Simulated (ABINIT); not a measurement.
The system is GaGe.

```xyz
2
Lattice="0.0000 2.8978 2.8978 2.8978 0.0000 2.8978 2.8978 2.8978 0.0000" Properties=species:S:1:pos:R:3 pbc="T T T"
Ge    0.0000    0.0000    0.0000
Ga    1.4489    1.4489    1.4489
```

The cell comes from a database or a generator and needn't be the stable form of this composition.

Base run:

* Program: ABINIT 10.8.3 (patched build)
* Functional: AM05
* Potentials or basis: JTH PAW PBE v2.0
* Cutoff: 707 eV
* k mesh: 8 × 8 × 8
* Occupations: fermi-dirac, width 0.05 eV
* Spin: no spin polarisation

Its results: band gap on the k mesh none (metal or under the smearing width); pressure -2.1 GPa.

**Question.** After a change of settings the same cell gave: band gap on the k mesh none (metal or under the smearing width); pressure -4.1 GPa. Which change was it?
A. functional from AM05 to PBE; cutoff from 707 eV to 599 eV; fine-grid cutoff from 1306.15 eV to 1197.3 eV
B. functional from AM05 to LDA
C. functional from AM05 to BLYP
D. functional from AM05 to PBEsol

**Answer.** B.

LDA binds more tightly than AM05, so the same cell stands under less pressure.

Caveats: the PAW data sets were made with another functional, which shifts forces and pressure a little.

Not every run made on this cell is shown here.
